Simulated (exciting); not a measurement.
## PtS2 under changes of volume

One of the cells (18.261 Å³/atom); the others are scaled copies at fixed shape and fractional positions:

```
Pt S
1.0
     3.54320    0.00000    0.00000
    -1.77160    3.06850    0.00000
     0.00000    0.00000    5.03880
Pt S
1 2
Direct
  0.00000 0.00000 0.00000
  0.66667 0.33333 0.77300
  0.33333 0.66667 0.22700
```

- Program: exciting (release sodium)
- Functional: PBE
- Potentials or basis: all-electron LAPW+lo, shipped species files, valence relativity iora*
- rgkmax: 7.5
- k mesh: 9 × 9 × 5
- Occupations: fermi-dirac, width 0.05 eV
- Spin: no spin polarisation

```csv
volume (Å³/atom),energy over the lowest point (meV/atom),gap on the mesh (eV)
17.165,163.41,1.08
17.531,120.97,1.06
17.896,82.88,1.04
18.261,50.46,1.02
18.626,?,?
18.992,7.04,0.98
19.357,0.00,0.95
```

Problem. What does the run at 18.626 Å³/atom give?

Solution. Energy over the lowest point 25.17 meV/atom; gap on the mesh 1.00 eV.

Worked out: A Birch-Murnaghan fit of order 3 (a polynomial in V^(-2/3)) to the other rows has its minimum at 19.45 Å³/atom, just outside them, with B0 = V·E''(V) = 243 GPa (rough, since the energies scatter) at fixed shape and positions, which overstates the stiffness. It gives 24.52 meV/atom at 18.626 Å³/atom, against the run's 25.17. A straight line through the other rows of the gap, of slope -1.06 eV per unit of ln V, gives 1.00 eV, against the run's 1.00.

Energies are extrapolated to zero smearing.

Caveats: spin-orbit coupling is left out, which moves the levels of the heavy elements; an odd mesh through Γ misses points on the zone boundary, where band edges often lie.
